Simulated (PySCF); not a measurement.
# [Ta(OH)4]+: other functionals and bases at one geometry

The task here is to estimate one member of a computed series from the others.

Method: several levels, as the steps say, no spin–orbit coupling; program: PySCF 2.14.0.

3 further runs of the same task are left out: 2 for a known fault of the program, 1 that didn't finish.

### The starting structure

9 atoms, charge 1, spin multiplicity 1.

Bond lengths: Ta1–O2 1.897 Å, Ta1–O4 1.897 Å, Ta1–O6 1.897 Å, Ta1–O8 1.897 Å, O2–H3 0.977 Å, O4–H5 0.977 Å, O6–H7 0.977 Å, O8–H9 0.977 Å. Angles: O2–Ta1–O4 86.2°, O2–Ta1–O6 150.3°, O2–Ta1–O8 86.2°, O4–Ta1–O6 86.2°, O4–Ta1–O8 150.3°, O6–Ta1–O8 86.2°, Ta1–O2–H3 138.1°, Ta1–O4–H5 138.1°, Ta1–O6–H7 138.1°, Ta1–O8–H9 138.1°.

As a file:

```
Ta    0.0000    0.0000   -0.2344
O     1.8253   -0.1789    0.2514
H     2.5059    0.3365    0.7274
O     0.1789    1.8253    0.2514
H    -0.3365    2.5059    0.7274
O    -1.8253    0.1789    0.2514
H    -2.5059   -0.3365    0.7274
O    -0.1789   -1.8253    0.2514
H     0.3365   -2.5059    0.7274
```

Formal oxidation states: Ta +5. An earlier session relaxed this geometry at PBE, Ta def2-SVP with ECP60, O def2-SVP, H def2-SVP (singlet, point group C4).

At PBE on the finer grid: E = -359.700444 Eh, HOMO -12.23 eV, LUMO -9.99 eV, Mulliken charge on Ta1 +1.21 e, largest force component 0.004 eV/Å. 

Levels to run: PBE0; HF; wB97X; r2SCAN; PBE, TZVP; PBE, x2c-SVP. Hardware: 2 threads of Arm Neoverse V2, shared host.

Set-up of the first run:

File run.py (the lines that set the calculation):

```python
mol = gto.M(atom='''
Ta     0.00000     0.00000    -0.23445
O      1.82532    -0.17892     0.25139
H      2.50585     0.33648     0.72744
O      0.17892     1.82532     0.25139
H     -0.33648     2.50585     0.72744
O     -1.82532     0.17892     0.25139
H     -2.50585    -0.33648     0.72744
O     -0.17892    -1.82532     0.25139
H      0.33648    -2.50585     0.72744''',
    basis={'Ta': 'def2-SVP', 'O': 'def2-SVP', 'H': 'def2-SVP'},
    ecp={'Ta': 'def2-SVP'},
    charge=1, spin=0)
mf = dft.RKS(mol, xc='PBE0')
mf.grids.atom_grid = (75, 302)
mf = mf.density_fit()  # fitting sets: Ta def2-universal-JKFIT, O def2-universal-JKFIT, H def2-universal-JKFIT
mf.conv_tol = 1e-08; mf.max_cycle = 55
mf.kernel(dm0)  # dm0: the density of the relaxed state
```

Command:

```bash
> OMP_NUM_THREADS=2 python run.py
```

Among the steps run: PBE0; HF; wB97X; r2SCAN; PBE, TZVP; PBE, x2c-SVP.

One table of the session follows, with a row left open; its other results are not shown here.

```
             level  HOMO (eV)  gap (eV)  charge on Ta1 (e)  dipole (D)  largest force component (eV/Å)
PBE (relaxed here)     -12.23      2.24               1.21        0.60                            0.00
              PBE0     -13.99      4.67               1.45        0.35                            0.88
                HF     -18.10     11.58               2.07        0.35                            1.94
             wB97X     -16.46      9.25               1.49        0.21                            1.03
            r2SCAN          ?         ?                  ?           ?                               ?
         PBE, TZVP     -12.34      2.27               1.52        0.40                            0.61
      PBE, x2c-SVP     -12.38      2.13               1.01        0.68                            1.06
```

Q: Estimate the row for r2SCAN from the others.

**Answer.** HOMO (eV): -12.64; gap (eV): 2.80; charge on Ta1 (e): 1.43; dipole (D): 0.43; largest force component (eV/Å): 0.44. In the column «HOMO (eV)» it lies between PBE0 (-13.99) and PBE, x2c-SVP (-12.38).

The dipole of a charged species depends on the origin, so these sizes hold for this origin alone.

In one basis the HOMO–LUMO gap runs from 2.24 eV (PBE) to 11.58 eV (HF). The largest leftover force, 1.94 eV/Å with HF, stands at a geometry relaxed at another level. Total energies of different levels can't be compared.
